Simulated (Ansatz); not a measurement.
**CH7FSi2: up Jacob's ladder to CCSD(T)**

One table from this session's results is given with a row withheld; the runs are named, their logs left out.

Program: Ansatz 0.2.0, Gaussian basis. Level of theory: functionals in def2-TZVPP, the program's frozen cores in correlated methods. These are calculated values, not measurements.

Levels to be run: LDA (SPW92), PBE-D4, revPBE-D4, BLYP-D4, r2SCAN-D4, B97M-V, PBE0-D4, B3LYP-D4, r2SCANh-D4, r2SCAN0-D4, HSE06-D4, BHLYP-D4, CAM-B3LYP-D4, LC-ωPBE, ωB97X-V, ωB97M-V, B2PLYP, PBE-QIDH; CCSD(T)/def2-SVP; CCSD(T)/def2-TZVPP; MP2/def2-QZVPP; extrapolation to the limit; RPA on PBE.

## The relaxed structure

All runs share one geometry, relaxed beforehand with PBE0-D4 in a triple-zeta def2 set.

SMILES `C[SiH](F)[SiH3]`, 11 atoms, charge 0, spin multiplicity 1.

Atoms are counted from 1 here; the program's logs count them from 0.

Bond lengths: C1–Si2 1.860 Å, C1–H5 1.092 Å, C1–H6 1.094 Å, C1–H7 1.093 Å, Si2–F3 1.611 Å, Si2–Si4 2.346 Å, Si2–H8 1.489 Å, Si4–H9 1.488 Å, Si4–H10 1.487 Å, Si4–H11 1.490 Å. Angles: Si2–C1–H5 111.3°, Si2–C1–H6 110.0°, Si2–C1–H7 110.6°, H5–C1–H6 108.1°, H5–C1–H7 108.4°, H6–C1–H7 108.1°, C1–Si2–F3 108.7°, C1–Si2–Si4 112.5°, C1–Si2–H8 110.1°, F3–Si2–Si4 108.4°, F3–Si2–H8 106.8°, Si4–Si2–H8 110.2°, Si2–Si4–H9 110.7°, Si2–Si4–H10 111.3°, Si2–Si4–H11 108.9°, H9–Si4–H10 108.9°, H9–Si4–H11 108.4°, H10–Si4–H11 108.6°.

Set-up of the first run:

in.yaml

```yaml
crystal:
  periodic: [false, false, false]
  atoms:
    - {symbol: C, position_ang: [-0.832088, 1.448663, -0.434663]}
    - {symbol: Si, position_ang: [0.633698, 0.304544, -0.463141]}
    - {symbol: F, position_ang: [1.902417, 1.075643, 0.161306]}
    - {symbol: Si, position_ang: [0.268625, -1.650351, 0.781297]}
    - {symbol: H, position_ang: [-1.097925, 1.728651, 0.586994]}
    - {symbol: H, position_ang: [-1.697977, 0.959996, -0.890221]}
    - {symbol: H, position_ang: [-0.620321, 2.360299, -0.998720]}
    - {symbol: H, position_ang: [0.988229, -0.037897, -1.868436]}
    - {symbol: H, position_ang: [-0.062904, -1.319952, 2.194257]}
    - {symbol: H, position_ang: [1.464223, -2.534543, 0.761148]}
    - {symbol: H, position_ang: [-0.880577, -2.392054, 0.190779]}
basis:
  gaussian: {orbitals: def2-TZVPP}
hamiltonian: {xc: lda}
output: {orbitals: {seedname: orbitals}}
```

Started as:

```bash
> ansatz run in.yaml --threads 4 --pin off --events-out ev --progress --plain --max-ram 10444MiB
```

Steps of the session up to this table: LDA; PBE-D4 (GGA); revPBE-D4 (GGA); BLYP-D4 (GGA); r2SCAN-D4 (meta-GGA); B97M-V (meta-GGA); B3LYP-D4 (hybrid); r2SCANh-D4 (hybrid); r2SCAN0-D4 (hybrid); HSE06-D4 (hybrid); BHLYP-D4 (hybrid); CAM-B3LYP-D4 (range-separated); LC-ωPBE (range-separated); ωB97X-V (range-separated); ωB97M-V (range-separated); B2PLYP (double hybrid); PBE-QIDH (double hybrid).

One table of the session follows, with a row left open; its other results are not shown here.

It belongs to the step «Frontier levels by functional». 

| functional | HOMO (eV) | gap (eV) |
| --- | --- | --- |
| LDA (SPW92) | -6.96 | 5.66 |
| PBE-D4 | -6.89 | 5.80 |
| revPBE-D4 | -6.85 | 5.86 |
| BLYP-D4 | ? | ? |
| r2SCAN-D4 | -7.16 | 6.38 |
| B97M-V | -7.27 | 6.28 |
| PBE0-D4 | -8.07 | 7.86 |
| B3LYP-D4 | -7.89 | 7.49 |
| r2SCANh-D4 | -7.59 | 7.11 |
| r2SCAN0-D4 | -8.25 | 8.21 |
| HSE06-D4 | -7.68 | 7.09 |
| BHLYP-D4 | -9.18 | 9.91 |
| CAM-B3LYP-D4 | -9.39 | 10.24 |
| LC-ωPBE | -10.68 | 12.67 |
| ωB97X-V | -10.36 | 12.22 |
| ωB97M-V | -10.13 | 11.69 |

**Question.** Estimate the row for BLYP-D4.

Worked estimate for «HOMO (eV)». Against the share of exact exchange, B3LYP-D4 (0.2, -7.89), BHLYP-D4 (0.5, -9.18) give a slope of -4.30 per unit share; at 0 the line stands at -7.03.

As computed: HOMO (eV): -6.77; gap (eV): 5.86. In «HOMO (eV)» the line misses by -0.26.
